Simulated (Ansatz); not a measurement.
# NiI2: the cost of one run

Method: DFT PBEsol, scalar-relativistic, plane waves, PAW, in Ansatz 0.2.0.

The COD entry's cell or inner coordinates are ideal or old and differ from later refinements, so a difference from it is no clean test against experiment.

## 1. The starting structure

Symmetry: R-3m, No. 166, trigonal system. Conventional cell: a = 3.922 Å, b = 3.922 Å, c = 19.808 Å, α = 90.00°, β = 90.00°, γ = 120.00°. Ni (site symmetry -3m) is surrounded by 6 I at 2.74 Å. I (site symmetry 3m) has 3 Ni at 2.74 Å as nearest neighbours.

As a file:

```
CELL_PARAMETERS angstrom
1.96100 1.13218 6.60267
-1.96100 1.13218 6.60267
0.00000 -2.26437 6.60267
ATOMIC_POSITIONS crystal
Ni 0.00000 0.00000 0.00000
I 0.25500 0.25500 0.25500
I 0.74500 0.74500 0.74500
```

The structure rests on an entry of the Crystallography Open Database; cell or positions may have been set otherwise for this series.

## 2. Single point: NiI2

Contents of input.yaml:

```yaml
crystal:
  lattice:
    - [1.961, 1.1321838779, 6.6026666667]
    - [-1.961, 1.1321838779, 6.6026666667]
    - [0.0, -2.2643677558, 6.6026666667]
  atoms:
    - { symbol: Ni, position: [0.0, 0.0, 0.0], spin: 2.0, spin_axis: [1.0, 0.0, 0.0] }
    - { symbol: I, position: [0.255, 0.255, 0.255] }
    - { symbol: I, position: [0.745, 0.745, 0.745] }
scf:
  occupations: { method: gaussian, width: 0.02 }
output:
  populations: true
hamiltonian:
  xc: pbesol
magnetization:
  noncollinear: true
  spin_spiral: { q: [0.55, 0.5, 0.45] }
kpoints:
  mp_grid: { grid: [9, 9, 9] }
```

Command:

```
ansatz run input.yaml --threads 4 --pin off --max-ram 10240MiB --backend cpu --events-out ev --progress --plain --runs-dir out
```

What time and memory should one allow on 4 threads of Arm Neoverse V1, shared host?

About 6 min, with a peak of 2.9 GiB.
